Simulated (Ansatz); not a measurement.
# LaB4Ir2Os2: where the electrons are

For LaB4Ir2Os2 at its listed geometry, this session asks how the density differs from that of free atoms, which states sit where, where an added electron goes and how expansion changes the bonding charge.

Program: Ansatz 0.2.0. Level of theory: DFT PBEsol, scalar-relativistic, plane waves, PAW. These are calculated values, not measurements.

## Step 1: The structure to begin with

Symmetry: P4_2, No. 77, tetragonal system. Conventional cell: a = 7.687 Å, b = 7.687 Å, c = 4.015 Å, α = 90.00°, β = 90.00°, γ = 90.00°. La (site symmetry 2) is surrounded by 8 B at 2.94 to 3.12 Å and 4 Ir at 3.21 to 3.25 Å and 4 Os at 3.24 to 3.26 Å. B (site symmetry 1) is surrounded by 1 B at 1.83 Å and 3 Os at 2.14 to 2.18 Å and 1 Ir at 2.15 Å. B (site symmetry 1) has 1 B at 1.83 Å and 1 Os at 2.15 Å and 3 Ir at 2.17 to 2.19 Å as nearest neighbours. Around Os (site symmetry 1) lie 4 B at 2.14 to 2.18 Å. Ir (site symmetry 1) has 4 B at 2.15 to 2.19 Å as nearest neighbours.

Coordinates:

```cif
data_structure
_symmetry_space_group_name_H-M 'P 1'
_symmetry_Int_Tables_number 1
_cell_length_a 7.6872
_cell_length_b 7.6872
_cell_length_c 4.0147
_cell_angle_alpha 90.000
_cell_angle_beta 90.000
_cell_angle_gamma 90.000
_cell_volume 237.24
loop_
_atom_site_label
_atom_site_type_symbol
_atom_site_fract_x
_atom_site_fract_y
_atom_site_fract_z
_atom_site_occupancy
La1 La 0.50000 0.00000 0.25145 1
La2 La 0.00000 0.50000 0.75145 1
B1 B 0.16120 0.78503 0.35996 1
B2 B 0.83880 0.21497 0.35996 1
B3 B 0.78503 0.83880 0.85996 1
B4 B 0.21497 0.16120 0.85996 1
B5 B 0.33645 0.72048 0.64255 1
B6 B 0.66355 0.27952 0.64255 1
B7 B 0.72048 0.66355 0.14255 1
B8 B 0.27952 0.33645 0.14255 1
Os1 Os 0.85472 0.10863 0.85664 1
Os2 Os 0.14528 0.89137 0.85664 1
Os3 Os 0.10863 0.14528 0.35664 1
Os4 Os 0.89137 0.85472 0.35664 1
Ir1 Ir 0.65246 0.39006 0.14012 1
Ir2 Ir 0.34754 0.60994 0.14012 1
Ir3 Ir 0.39006 0.34754 0.64012 1
Ir4 Ir 0.60994 0.65246 0.64012 1
```

The structure comes from the Materials Project (structure only).

## Step 2: Self-consistent density

File input.yaml:

```yaml
crystal:
  lattice:
    - [7.687153, 0.0, 0.0]
    - [0.0, 7.687153, 0.0]
    - [0.0, 0.0, 4.014714]
  atoms:
    - { symbol: La, position: [0.5, 0.0, 0.251446] }
    - { symbol: La, position: [0.0, 0.5, 0.751446] }
    - { symbol: B, position: [0.161199, 0.785026, 0.359961] }
    - { symbol: B, position: [0.838801, 0.214974, 0.359961] }
    - { symbol: B, position: [0.785026, 0.838801, 0.859961] }
    - { symbol: B, position: [0.214974, 0.161199, 0.859961] }
    - { symbol: B, position: [0.336453, 0.72048, 0.642555] }
    - { symbol: B, position: [0.663547, 0.27952, 0.642555] }
    - { symbol: B, position: [0.72048, 0.663547, 0.142555] }
    - { symbol: B, position: [0.27952, 0.336453, 0.142555] }
    - { symbol: Os, position: [0.85472, 0.108633, 0.856638] }
    - { symbol: Os, position: [0.14528, 0.891367, 0.856638] }
    - { symbol: Os, position: [0.108633, 0.14528, 0.356638] }
    - { symbol: Os, position: [0.891367, 0.85472, 0.356638] }
    - { symbol: Ir, position: [0.65246, 0.390058, 0.140124] }
    - { symbol: Ir, position: [0.34754, 0.609942, 0.140124] }
    - { symbol: Ir, position: [0.390058, 0.34754, 0.640124] }
    - { symbol: Ir, position: [0.609942, 0.65246, 0.640124] }
basis:
  ecutwfc: 420
  fft_grid_basis: typed
kpoints:
  mp_grid: { grid: [6, 6, 8] }
hamiltonian:
  xc: pbesol
  pseudopotentials: { kind: paw }
scf:
  occupations: { method: gaussian, width: 0.05 }
output:
  forces: true
  stress: true
  eigenvalues: true
  bader: true
  write_density: true
  volumetric_format: npy
  elf: true
```

Command:

```sh
$ ansatz run input.yaml --threads 4 --pin off --max-ram 8192MiB --backend cpu --events-out ev --progress --plain --runs-dir out
```

## Step 4: Densities by energy window

The windows are set from the levels of the base run, in eV from its Fermi level.

Changes to input.yaml since step 2:

```diff
@@ -34,9 +34,27 @@
   occupations: { method: gaussian, width: 0.05 }
+  n_extra_bands: 18
 output:
   forces: true
-  stress: true
+  stress: false
   eigenvalues: true
-  bader: true
-  write_density: true
+  bader: false
+  write_density: false
   volumetric_format: npy
-  elf: true
+  band_densities:
+    - { e_range: [-0.25, 0.25] }
+    - { e_range: [-1.2, 0.0] }
+    - { e_range: [0.0, 1.2] }
+    - { e_range: [-12.03, -8.01] }
+    - { e_range: [-8.01, -4.0] }
+    - { e_range: [-16.31, -15.75] }
+  dos:
+    e_range: [-30, 8]
+    de: 0.02
+    method: { smearing: { sigma: 0.03, scheme: gaussian } }
+    projected: { site_lists: { B: [B], Ir: [Ir], La: [La], Os: [Os] } }
+checkpoint:
+  read: start.run
+  write: ck
+  compress: false
+  write_wavefunctions: false
+  write_every: 100000
```

## Step 5: Adding 0.5 electron a cell

A uniform background keeps the cell neutral, and the atoms stay fixed.

Changes to input.yaml since step 2:

```diff
@@ -24,2 +24,3 @@
     - { symbol: Ir, position: [0.609942, 0.65246, 0.640124] }
+total_charge: -0.5
 basis:
@@ -41,2 +42 @@
   volumetric_format: npy
-  elf: true
```

## Step 6: The cell at 120 % of its volume

Fractional coordinates and the k mesh are kept.

Changes to input.yaml since step 2:

```diff
@@ -2,5 +2,5 @@
   lattice:
-    - [7.687153, 0.0, 0.0]
-    - [0.0, 7.687153, 0.0]
-    - [0.0, 0.0, 4.014714]
+    - [8.1688190081, 0.0, 0.0]
+    - [0.0, 8.1688190081, 0.0]
+    - [0.0, 0.0, 4.2662702349]
   atoms:
```

(Steps that only read results are left out.)

What does the calculation give? Wanted: gap on the mesh; pressure; Bader charges; the states at the Fermi level; at 120 % volume.

The runs gave:

```
                     quantity                                                                                value
              gap on the mesh                                                                         none (metal)
                     pressure                                                                             -7.7 GPa
                Bader charges                                     La +1.59, B -0.06 to +0.04, Os -0.27, Ir -0.52 e
the states at the Fermi level                                           Ir 5d (40 %), Os 5d (25 %) and B 2p (15 %)
              at 120 % volume  -35.8 GPa, gap none (metal), Bader La +1.70, B -0.13 to -0.04, Os -0.23, Ir -0.45 e
```

What this shows: B–B (1.83 Å): Δρ is +0.09 e/Å³ at the midpoint, where it peaks: covalent bond charge. B–Os (2.14 Å): Δρ is +0.12 e/Å³ at the midpoint, with a peak of 0.12 e/Å³ 0.9 Å from B: a build-up of bond charge, the mark of a shared pair. In space (atomic cells sized by Bader volumes, not orbital character) the change of density that the added electron brings, screening included, divides as Ir about 30 %, Os about 30 %, B about 20 % and La about 20 %; this need not match the band edge's orbital character. B–B goes from 1.83 to 1.94 Å with the volume, and the deformation density at its midpoint from +0.09 to +0.07 e/Å³. Spin-orbit coupling is left out for Ir, La, Os.
